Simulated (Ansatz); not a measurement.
Here is an Ansatz input file for CH6GaNSi, SMILES [CH2]1N[SiH2][GaH]1. Write the same calculation for the Python package.

```yaml
crystal:
  periodic: [false, false, false]
  atoms:
    - { symbol: C, position_ang: [-0.668, 0.9833, 0.277] }
    - { symbol: "N", position_ang: [0.5598, 0.4449, 0.6415] }
    - { symbol: Si, position_ang: [0.5464, -1.2397, 0.0315] }
    - { symbol: Ga, position_ang: [0.2744, 0.3298, -1.7675] }
    - { symbol: H, position_ang: [-1.5079, 0.6682, 0.9409] }
    - { symbol: H, position_ang: [-0.664, 2.1521, 0.3254] }
    - { symbol: H, position_ang: [1.3317, 0.9535, 0.1084] }
    - { symbol: H, position_ang: [1.9389, -1.819, 0.2882] }
    - { symbol: H, position_ang: [-0.4447, -2.0056, 0.7919] }
    - { symbol: H, position_ang: [-1.2835, -0.5186, -1.6344] }
basis:
  gaussian: { orbitals: def2-SVP }
hamiltonian:
  xc: hf
```

The program run on that file:
```console
$ ansatz run input.yaml --threads 1 --pin off --max-ram 4096MiB --backend cpu --events-out ev --progress --plain --runs-dir out
Engine: ansatz 0.2.0, aarch64-unknown-linux-gnu
Functional definition: HF
  exchange = exact_x
  correlation = 0
1088 factors; integrals over basis functions are off by at most 1.2e-3 eV
mean field evaluation 1: about -62785.1116 eV, gradient 2.3e1 eV
mean field evaluation 2: about -62785.1149 eV, gradient 2.3e1 eV
mean field evaluation 4: about -62787.1184 eV, gradient 4.2e0 eV
mean field evaluation 8: about -62787.2176 eV, gradient 1.6e-1 eV
mean field evaluation 16: about -62785.1954 eV, gradient 5.8e0 eV
mean field -62787.21790173 eV, -2307.3876991837 hartree, gradient 1.6e-5 eV, S^2 0.000000; 0 other end points of the search recorded, 0 dependent functions left out
reference -62787.21790173 eV, -2307.3876991837 hartree; 32, 32 occupied and 76, 76 virtual orbitals, 1088 factors
Total energy: -62787.21790173 eV, -2307.3876991837 hartree
```

Script `energy.py`:
```python
"""Electronic structure of the CH6GaNSi molecule."""

import json
import sys

import ansatz as az


def main() -> None:
    geometry = (
        az.Crystal.molecule()
        .atom("C", [-0.668, 0.9833, 0.277])
        .atom("N", [0.5598, 0.4449, 0.6415])
        .atom("Si", [0.5464, -1.2397, 0.0315])
        .atom("Ga", [0.2744, 0.3298, -1.7675])
        .atom("H", [-1.5079, 0.6682, 0.9409])
        .atom("H", [-0.664, 2.1521, 0.3254])
        .atom("H", [1.3317, 0.9535, 0.1084])
        .atom("H", [1.9389, -1.819, 0.2882])
        .atom("H", [-0.4447, -2.0056, 0.7919])
        .atom("H", [-1.2835, -0.5186, -1.6344])
    )

    setup = (
        geometry.calculation()
        .basis(gaussian="def2-SVP")
        .functional("hf")
    )
    try:
        rep = setup.run(threads=1, pin="off").report
    except az.AnsatzError as error:
        sys.exit(f"{type(error).__name__}: {error}")

    print(f"E = {rep['free_energy_ev']:.6f} eV = {rep['free_energy_ev'] / 27.211386246:.7f} Ha")
    print("converged:", rep["converged"], " doubts:", rep["published_state_doubts"] or "none")
    with open("ch6gansi.json", "w") as handle:
        json.dump({k: rep[k] for k in ("free_energy_ev", "reference_energy_ev", "n_occupied", "n_virtual")}, handle, indent=1)


if __name__ == "__main__":
    main()
```

```console
$ python energy.py
E = -62787.217902 eV = -2307.3876992 Ha
converged: True  doubts: none
```

Total energies depend on the basis set; only differences at equal settings carry meaning. The geometry is a force-field or estimated start, not a minimum of this method, and the basis set is short of its limit. Hardware and time: 3.3 s on 1 thread of Arm Neoverse V1 (shared host), peak memory 0.27 GiB.

(Lines on the test bed's own set-up are left out of the output.)
